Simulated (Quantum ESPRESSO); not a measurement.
A calculation with Quantum ESPRESSO 7.5 of AlSn (native input, structure typed inline):

The input pw.in:

```
&CONTROL
  calculation = 'scf'
  prefix = 'pwscf'
  outdir = './tmp'
  pseudo_dir = './pseudo'
  tprnfor = .true.
  tstress = .true.
  disk_io = 'low'
/
&SYSTEM
  ibrav = 0
  celldm(1) = 8
  nat = 2
  ntyp = 2
  ecutwfc = 68
  ecutrho = 544
  nbnd = 15
  occupations = 'smearing'
  smearing = 'fd'
  degauss = 0.00367493
/
&ELECTRONS
  conv_thr = 4d-10
  electron_maxstep = 120
  mixing_beta = 0.5
/
ATOMIC_SPECIES
Sn   118.7100 sn_pbesol_v1.4.uspp.F.UPF
Al    26.9815 al_pbesol_v1.uspp.F.UPF
CELL_PARAMETERS alat
  0.9916587319908   0.0000000000000   0.0000000000000
 -0.4958293659836   0.8588016537730   0.0000000000000
  0.0000000000000   0.0000000000000   0.7811293957550
ATOMIC_POSITIONS crystal
Sn     0.3333333333    0.6666666667    0.5000000000
Al     0.0000000000    0.0000000000    0.0000000000
K_POINTS automatic
7 7 8 0 0 0
```

pp_density.in

```
&INPUTPP
  prefix = 'pwscf'
  outdir = './tmp'
  filplot = 'density.dat'
  plot_num = 0
/
&PLOT
  nfile = 1
  filepp(1) = 'density.dat'
  iflag = 3
  output_format = 6
  fileout = 'density.cube'
/
```

The input pp_potential.in:

```
&INPUTPP
  prefix = 'pwscf'
  outdir = './tmp'
  filplot = 'potential.dat'
  plot_num = 11
/
&PLOT
  nfile = 1
  filepp(1) = 'potential.dat'
  iflag = 3
  output_format = 6
  fileout = 'potential.cube'
/
```

Potentials or basis: GBRV 1.5 PBEsol.

Run with:

```console
$ OMP_NUM_THREADS=1 mpirun -n 2 pw.x -nk 2 -in pw.in > pw.out
$ OMP_NUM_THREADS=1 mpirun -n 1 pp.x -in pp_density.in > pp_density.out
$ OMP_NUM_THREADS=1 mpirun -n 1 pp.x -in pp_potential.in > pp_potential.out
```

The cell comes from a database or a generator and needn't be the stable form of this composition.

Write the same calculation in another form: ASE script, structure typed inline.

As run:

run.py

```python
import numpy as np
from ase.calculators.espresso import Espresso, EspressoProfile
from ase import Atoms

atoms = Atoms(['Sn', 'Al'],
              cell=[[4.1981056157, 0.0, 0.0], [-2.0990528078, 3.6356661109, 0.0], [0.0, 0.0, 3.306847]],
              scaled_positions=[[0.3333333333, 0.6666666667, 0.5], [0.0, 0.0, 0.0]],
              pbc=True)

input_data = {
    'control': {'calculation': 'scf', 'prefix': 'pwscf', 'outdir': './tmp', 'tprnfor': True, 'tstress': True, 'disk_io': 'nowf'},
    'system': {'ecutwfc': 68.0, 'ecutrho': 544.0, 'nbnd': 15, 'occupations': 'smearing', 'smearing': 'fd', 'degauss': 0.00367493},
    'electrons': {'conv_thr': 4e-10, 'electron_maxstep': 120, 'mixing_beta': 0.5},
}
pseudopotentials = {'Sn': 'sn_pbesol_v1.4.uspp.F.UPF', 'Al': 'al_pbesol_v1.uspp.F.UPF'}
profile = EspressoProfile(command='mpirun -n 2 pw.x -nk 2', pseudo_dir='pseudo')
dft = Espresso(profile=profile, input_data=input_data, pseudopotentials=pseudopotentials, kpts=(7, 7, 8), koffset=(0, 0, 0))
atoms.calc = dft

print(f'energy {atoms.get_potential_energy():.8f} eV')
print('forces (eV/A)')
print(np.round(atoms.get_forces(), 6))
print('stress (eV/A^3, Voigt)')
print(np.round(atoms.get_stress(), 8))
print(f'Fermi level {dft.get_fermi_level():.4f} eV')
```

Potentials or basis: GBRV 1.5 PBEsol.

The run is started by

```bash
$ OMP_NUM_THREADS=1 python run.py
```

Both were run:

|  | native input, structure typed inline | ASE script, structure typed inline |
| --- | --- | --- |
| Pressure | -2.0 GPa | -2.0 GPa |
| Band gap on the k mesh | none (metal or under the smearing width) | none (metal or under the smearing width) |

Keys that steer only the numerical path or the files written may differ.
